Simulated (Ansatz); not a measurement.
# In3Ga2As5: the cost of one run

Program: Ansatz 0.2.0. Level of theory: DFT PBE, scalar-relativistic, plane waves, PAW. These are calculated values, not measurements.

### Step 1. The structure to begin with

Symmetry: R3m, No. 160, trigonal system. The conventional cell has a = 4.251 Å, b = 4.251 Å, c = 52.227 Å, α = 90.00°, β = 90.00°, γ = 120.00°. In (site symmetry 3m) is surrounded by 4 As at 2.64 to 2.68 Å. In (site symmetry 3m) is surrounded by 4 As at 2.64 to 2.67 Å. Ga (site symmetry 3m) is surrounded by 4 As at 2.50 to 2.57 Å. Around Ga (site symmetry 3m) lie 4 As at 2.49 to 2.57 Å. Around As (site symmetry 3m) lie 3 Ga at 2.57 Å and 1 In at 2.68 Å. As (site symmetry 3m) has 4 Ga at 2.50 to 2.57 Å in its first shell of neighbours. As (site symmetry 3m) is surrounded by 1 Ga at 2.49 Å and 3 In at 2.64 Å. Only part of the 10 independent sites is listed.

As a file:

```xyz
10
Lattice="2.1257 1.2273 17.4090 -2.1257 1.2273 17.4090 0.0000 -2.4546 17.4090" Properties=species:S:1:pos:R:3 pbc="T T T"
In    0.0000    0.0000   52.0718
In    0.0000    0.0000   41.9226
In    0.0000    0.0000   20.8844
Ga    0.0000    0.0000   31.2193
Ga    0.0000    0.0000   10.5506
As    0.0000    0.0000   49.3937
As    0.0000    0.0000   28.7233
As    0.0000    0.0000    8.0638
As    0.0000    0.0000   39.2571
As    0.0000    0.0000   18.2193
```

The start is the relaxed end of an invented cell (made as: elements ordered on the sites of the GaAs type, Ga/In on Ga (R3m, No. 160)), taken up again for a closer look.

### Step 2. A first look at the guess

input.yaml reads:

```yaml
crystal:
  lattice:
    - [2.1257359, 1.2272942, 17.4090353]
    - [-2.1257359, 1.2272942, 17.4090353]
    - [0.0, -2.4545884, 17.4090353]
  atoms:
    - { symbol: In, position: [0.997027, 0.997027, 0.997027] }
    - { symbol: In, position: [0.802699, 0.802699, 0.802699] }
    - { symbol: In, position: [0.399877, 0.399877, 0.399877] }
    - { symbol: Ga, position: [0.597761, 0.597761, 0.597761] }
    - { symbol: Ga, position: [0.202013, 0.202013, 0.202013] }
    - { symbol: As, position: [0.945748, 0.945748, 0.945748] }
    - { symbol: As, position: [0.549969, 0.549969, 0.549969] }
    - { symbol: As, position: [0.154398, 0.154398, 0.154398] }
    - { symbol: As, position: [0.751661, 0.751661, 0.751661] }
    - { symbol: As, position: [0.348847, 0.348847, 0.348847] }
basis:
  ecutwfc: 420
kpoints:
  mp_grid: { grid: [6, 6, 6] }
hamiltonian:
  xc: pbe
scf:
  occupations: { method: gaussian, width: 0.1 }
  lower_state_search: "off"
output:
  forces: true
  stress: true
  eigenvalues: true
```

The run is started by

```console
> ansatz run input.yaml --threads 4 --pin off --max-ram 8192MiB --backend cpu --events-out ev --progress --plain --runs-dir out
```

Q: Estimate wall time and peak memory on 4 threads of Intel Xeon Platinum 8259CL at 2.50GHz (Skylake/Cascade Lake), shared host.

About 19 s, with a peak of 1.1 GiB.
